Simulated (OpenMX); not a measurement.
Crystal: Hf2Pd2Se2Br2O3.

```
CELL_PARAMETERS angstrom
5.76069 0.00496 -0.00286
-0.52750 5.84664 0.03413
-1.48435 -0.92642 6.64586
ATOMIC_POSITIONS crystal
Hf 0.74540 0.39602 0.34989
Hf 0.28763 0.45322 0.59401
Pd 0.90854 0.13294 0.84849
Pd 0.25249 0.90323 0.35874
Se 0.63469 0.40355 0.93716
Se 0.62597 0.78174 0.53023
Br 0.85273 0.99089 0.15355
Br 0.22526 0.82084 0.86223
O 0.96040 0.28925 0.59026
O 0.43233 0.24524 0.40864
O 0.07457 0.58308 0.36682
```

The cell was built by a generator and needn't be a form met in nature.

Base run:

| Quantity | Value |
| --- | --- |
| Program | OpenMX 3.8.5 |
| Functional | PBE |
| Potentials or basis | OpenMX 2013 PBE set, Hf7.0-s3p2d2f1, Pd7.0-s3p2d2, Se7.0-s3p2d2, Br7.0-s3p2d2, O6.0-s2p2d1, grid cutoff 400 Ry |
| k mesh | 5 × 5 × 5 |
| Occupations | fermi-dirac, width 0.05 eV |
| Spin | no spin polarisation |

Its results: band gap on the k mesh 0.13 eV, indirect (least direct gap 0.37 eV); pressure 0.5 GPa; largest force 0.560 eV/Å.

Q: The run is repeated on the same cell with these changes: potentials or basis from OpenMX 2013 PBE set, Hf7.0-s3p2d2f1, Pd7.0-s3p2d2, Se7.0-s3p2d2, Br7.0-s3p2d2, O6.0-s2p2d1, grid cutoff 400 Ry to OpenMX 2013 PBE set, Hf7.0-s3p2d2, Pd7.0-s3p2d1, Se7.0-s3p2d1, Br7.0-s3p2d1, O6.0-s2p2, grid cutoff 400 Ry. What comes out?

A: Band gap on the k mesh 0.12 eV, indirect (least direct gap 0.32 eV); pressure 1.3 GPa; largest force 0.699 eV/Å.

Caveats: spin-orbit coupling is left out, which moves the levels of the heavy elements; the basis of atomic orbitals isn't converged, which shifts pressures, moduli and gaps; an odd mesh through Γ misses points on the zone boundary, where band edges often lie (some runs).

Not every run made on this cell is shown here.
